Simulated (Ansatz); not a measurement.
Task: a comparison of functionals at one structure of CuSe, space group P4/nmm, with the Python package of Ansatz (0.2.0). Give the script and its output. Settings (first run): r2SCAN, PAW, cutoff 380 eV, 5×5×4 k-points, Fermi-Dirac smearing of 0.3 eV. The script varies functional: r2scan, lda, pbesol.

`cuse.xyz`
```text
4
Lattice="3.77457995 0.0 0.0 0.0 3.77457995 0.0 0.0 0.0 5.43834287" Properties=species:S:1:pos:R:3 pbc="T T T"
Cu    0.00000000    0.00000000    0.00000000
Cu    1.88728998    1.88728998    0.00000000
Se    1.88728998    0.00000000    3.93190243
Se    0.00000000    1.88728998    1.50644044
```

`xc_cuse.py`
```python
import csv

import ansatz


def main() -> None:
    cuse = ansatz.Crystal.from_extxyz('cuse.xyz')

    calculation = (
        cuse.calculation()
        .scf(lower_state_search='standard')
        .occupations('fermi_dirac', width=0.3)
        .kpoints(5, 5, 4)
        .basis(380)
        .stress()
    )

    rows = []
    for value in ['r2scan', 'lda', 'pbesol']:
        report = calculation.functional(value).run(threads=1).report
        rows.append((value, report['free_energy_ev'] / len(report['lattice']['sites']), report['n_iterations'], sum(report['stress_gpa'][i][i] for i in range(3)) / 3, report['n_kpoints']))

    with open('xc.csv', 'w', newline='') as handle:
        writer = csv.writer(handle)
        writer.writerow(['functional', 'F/atom (eV)', 'iterations', 'P (GPa)', 'k-points'])
        writer.writerows([round(v, 5) if isinstance(v, float) else v for v in row] for row in rows)
    print(open('xc.csv').read())


if __name__ == '__main__':
    main()
```

```console
$ python xc_cuse.py
DeckWarning: basis.ecutwfc = 380 eV is below the records' recommended 500 eV, and the density's cutoff is lower with it unless basis.ecutrho_ratio is high enough to keep the records' density cutoff: compare with a run at a higher cutoff
DeckWarning: basis.ecutwfc = 380 eV is below the records' recommended 420 eV, and the density's cutoff is lower with it unless basis.ecutrho_ratio is high enough to keep the records' density cutoff: compare with a run at a higher cutoff
functional,F/atom (eV),iterations,P (GPa),k-points
r2scan,-6054.91282,8,1.17755,18
lda,-5969.6465,8,-3.81455,18
pbesol,-6006.66999,8,-0.95651,18
```
(Warnings from the package without file and line.)

Caveats:
- The cutoff lies under the one recommended for these potentials.
- The run is spin-unpolarised.
- Under the recommended cutoff a pressure can be off by several GPa, even in sign.
- The mesh is modest for a metal, so energies can be off by several to tens of meV an atom and pressures by half a GPa or more; differences at equal mesh fare better.
- A Fermi-Dirac width this large means warm electrons, whose thermal share enters the free energy.
- Pressure is positive in compression.
- This cell is a computed structure, which may not be the phase found in nature.
- Total energies of different functionals can't be compared; pressures, moments and gaps at this one structure can.
- Hardware and time: 25 s on 1 thread of Arm Neoverse N1, on a shared host, peak memory 0.5 GiB.
